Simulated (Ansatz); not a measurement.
# C3H10BNSi: up Jacob's ladder to CCSD(T)

How much do the methods differ for C3H10BNSi? The plan is to run it at one geometry with functionals of several rungs and with coupled cluster, and see how far each lands from CCSD(T) at the basis-set limit for the atomisation energy.

Method: functionals in def2-TZVPP, the program's frozen cores in correlated methods; program: Ansatz 0.2.0, Gaussian basis.

The runs, in order: LDA (SPW92), PBE-D4, revPBE-D4, BLYP-D4, r2SCAN-D4, B97M-V, PBE0-D4, B3LYP-D4, r2SCANh-D4, r2SCAN0-D4, HSE06-D4, BHLYP-D4, CAM-B3LYP-D4, LC-ωPBE, ωB97X-V, ωB97M-V, B2PLYP, PBE-QIDH; CCSD(T)/def2-SVP; CCSD(T)/def2-TZVPP; MP2/def2-QZVPP; extrapolation to the limit; RPA on PBE.

## Step 1: The relaxed structure

An earlier PBE0-D4 in a triple-zeta def2 set relaxation fixed the geometry.

SMILES `BN([SiH3])CC=C`, 16 atoms, charge 0, spin multiplicity 1.

Atoms are counted from 1 here; the program's logs count them from 0.

Bond lengths: B1–N2 1.396 Å, B1–H7 1.198 Å, B1–H8 1.200 Å, N2–Si3 1.757 Å, N2–C4 1.466 Å, Si3–H9 1.487 Å, Si3–H10 1.485 Å, Si3–H11 1.480 Å, C4–C5 1.495 Å, C4–H12 1.094 Å, C4–H13 1.096 Å, C5–C6 1.325 Å, C5–H14 1.088 Å, C6–H15 1.084 Å, C6–H16 1.086 Å. Angles: N2–B1–H7 119.3°, N2–B1–H8 119.3°, H7–B1–H8 121.4°, B1–N2–Si3 121.6°, B1–N2–C4 121.6°, Si3–N2–C4 116.8°, N2–Si3–H9 108.1°, N2–Si3–H10 111.9°, N2–Si3–H11 108.3°, H9–Si3–H10 108.3°, H9–Si3–H11 110.6°, H10–Si3–H11 109.7°, N2–C4–C5 112.1°, N2–C4–H12 107.6°, N2–C4–H13 109.9°, C5–C4–H12 110.1°, C5–C4–H13 109.3°, H12–C4–H13 107.6° and more.

## Step 2: LDA

This LDA is Slater exchange with PW92 correlation.

in.yaml reads:

```yaml
crystal:
  periodic: [false, false, false]
  atoms:
    - {symbol: B, position_ang: [0.041444, -1.364397, -1.868308]}
    - {symbol: N, position_ang: [0.163689, -0.344689, -0.922607]}
    - {symbol: Si, position_ang: [-0.416787, 1.282548, -1.243433]}
    - {symbol: C, position_ang: [0.742947, -0.589745, 0.401310]}
    - {symbol: C, position_ang: [-0.249047, -0.374043, 1.498696]}
    - {symbol: C, position_ang: [-0.096125, 0.503729, 2.479243]}
    - {symbol: H, position_ang: [-0.448096, -1.119592, -2.933417]}
    - {symbol: H, position_ang: [0.428039, -2.467269, -1.596755]}
    - {symbol: H, position_ang: [0.562521, 2.243813, -0.669608]}
    - {symbol: H, position_ang: [-1.739360, 1.533175, -0.615785]}
    - {symbol: H, position_ang: [-0.519705, 1.457530, -2.709607]}
    - {symbol: H, position_ang: [1.103966, -1.622229, 0.418603]}
    - {symbol: H, position_ang: [1.606264, 0.066484, 0.558874]}
    - {symbol: H, position_ang: [-1.148128, -0.984987, 1.449933]}
    - {symbol: H, position_ang: [-0.841292, 0.624528, 3.256735]}
    - {symbol: H, position_ang: [0.786969, 1.132645, 2.540426]}
basis:
  gaussian: {orbitals: def2-TZVPP}
hamiltonian: {xc: lda}
output: {orbitals: {seedname: orbitals}}
```

Launch:

```sh
$ ansatz run in.yaml --threads 4 --pin off --events-out ev --progress --plain --max-ram 11315MiB
```

Further steps of the session: PBE-D4 (GGA); revPBE-D4 (GGA); BLYP-D4 (GGA); r2SCAN-D4 (meta-GGA); B97M-V (meta-GGA); PBE0-D4 (hybrid); B3LYP-D4 (hybrid); r2SCANh-D4 (hybrid); r2SCAN0-D4 (hybrid); HSE06-D4 (hybrid); BHLYP-D4 (hybrid); CAM-B3LYP-D4 (range-separated); LC-ωPBE (range-separated); ωB97X-V (range-separated); ωB97M-V (range-separated); B2PLYP (double hybrid); PBE-QIDH (double hybrid); CCSD(T) in def2-SVP; CCSD(T) in def2-TZVPP; MP2 in def2-QZVPP; RPA on PBE orbitals.

Q: Predict the results of all the runs planned. Wanted: atomisation energy, CCSD(T)/CBS; farthest beyond LDA; mean size of error, GGA; mean size of error, meta-GGA; mean size of error, hybrid; mean size of error, range-separated; mean size of error, double hybrid; gap, smallest and largest; T1 diagnostic.

**Answer**, as computed:

| quantity | value |
| --- | --- |
| atomisation energy, CCSD(T)/CBS | 6065.6 kJ/mol |
| functionals within 30.3 kJ/mol (0.5 %) | revPBE-D4, BLYP-D4, r2SCAN-D4, B97M-V, PBE0-D4, r2SCANh-D4, LC-ωPBE, ωB97X-V, PBE-QIDH |
| farthest beyond LDA | PBE-D4 (+102.6 kJ/mol) |
| mean size of error, GGA | 44.9 kJ/mol |
| mean size of error, meta-GGA | 18.0 kJ/mol |
| mean size of error, hybrid | 41.9 kJ/mol |
| mean size of error, range-separated | 34.3 kJ/mol |
| mean size of error, double hybrid | 30.6 kJ/mol |
| gap, smallest and largest | 5.16 eV (LDA (SPW92)), 12.34 eV (LC-ωPBE) |
| T1 diagnostic | 0.0123 |
| triples share of the correlation energy | 4.0 % |

LDA overbinds by 798.0 kJ/mol (13 %). PBE-D4 misses by +102.6 kJ/mol. Double hybrids carry the basis error of their MP2 part in triple zeta, and no dispersion term here, so their miss is partly the set-up's. Taken by rung, meta-GGA functionals do best (18.0 kJ/mol on average) and GGA ones worst beyond LDA (44.9 kJ/mol). The gap between the best rungs is small, so their order is not settled. The reference freezes the cores and leaves out relativity and excitations past (T), so misses under about 30.3 kJ/mol can't be ranked. Hartree-Fock recovers 75 % of the binding; the rest is correlation. CCSD(T) in def2-SVP is off by -273.4 kJ/mol, more than most functionals: a good method in a small basis is no reference. Orbital gaps span 5.2 to 12.3 eV; exact exchange widens them.
